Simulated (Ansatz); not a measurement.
# Hf4Te: the cost of one run

Computed with Ansatz 0.2.0 (DFT PBE, scalar-relativistic, plane waves, PAW, unless a step's input says otherwise).

## 1. Starting point

It takes space group Fd-3m (No. 227, cubic). Conventional cell: a = 10.646 Å, b = 10.646 Å, c = 10.646 Å, α = 90.00°, β = 90.00°, γ = 90.00°. Around Hf (site symmetry 3m) lie 1 Te at 2.33 Å. Around Te (site symmetry -43m) lie 4 Hf at 2.33 Å.

As a file:

```
Hf Te
1.0
     0.00000    5.32311    5.32311
     5.32311    0.00000    5.32311
     5.32311    5.32311    0.00000
Hf Te
8 2
Direct
  0.37613 0.37613 0.37613
  0.37613 0.37613 0.87162
  0.37613 0.87162 0.37613
  0.87387 0.87387 0.37838
  0.87387 0.87387 0.87387
  0.87162 0.37613 0.37613
  0.87387 0.37838 0.87387
  0.37838 0.87387 0.87387
  0.00000 0.00000 0.00000
  0.25000 0.25000 0.25000
```

A structure generator made this guess: species swapped into a database cell of Ba4Rh (Fd-3m, No. 227), with Hf on the Ba sites and Te on the Rh sites. Lengths come from tabulated atomic sizes and are only a guess.

## 2. Probe: one point on a coarse mesh

input.yaml reads:

```yaml
crystal:
  lattice:
    - [0.0, 5.32310563, 5.32310563]
    - [5.32310563, 0.0, 5.32310563]
    - [5.32310563, 5.32310563, 0.0]
  atoms:
    - { symbol: Hf, position: [0.37612599, 0.37612599, 0.37612599] }
    - { symbol: Hf, position: [0.37612599, 0.37612599, 0.87162203] }
    - { symbol: Hf, position: [0.37612599, 0.87162203, 0.37612599] }
    - { symbol: Hf, position: [0.87387401, 0.87387401, 0.37837797] }
    - { symbol: Hf, position: [0.87387401, 0.87387401, 0.87387401] }
    - { symbol: Hf, position: [0.87162203, 0.37612599, 0.37612599] }
    - { symbol: Hf, position: [0.87387401, 0.37837797, 0.87387401] }
    - { symbol: Hf, position: [0.37837797, 0.87387401, 0.87387401] }
    - { symbol: Te, position: [0.0, 0.0, 0.0] }
    - { symbol: Te, position: [0.25, 0.25, 0.25] }
basis:
  ecutwfc: 420
kpoints:
  mp_grid: { grid: [4, 4, 4] }
hamiltonian:
  xc: pbe
scf:
  occupations: { method: gaussian, width: 0.1 }
  lower_state_search: "off"
output:
  forces: true
  stress: true
  eigenvalues: true
```

Launch:

```
$ ansatz run input.yaml --threads 1 --pin off --max-ram 2560MiB --backend cpu --events-out ev --progress --plain --runs-dir out
```

Q: Estimate wall time and peak memory on 1 thread of Arm Neoverse V2, shared host.

About 26 s, with a peak of 0.74 GiB.
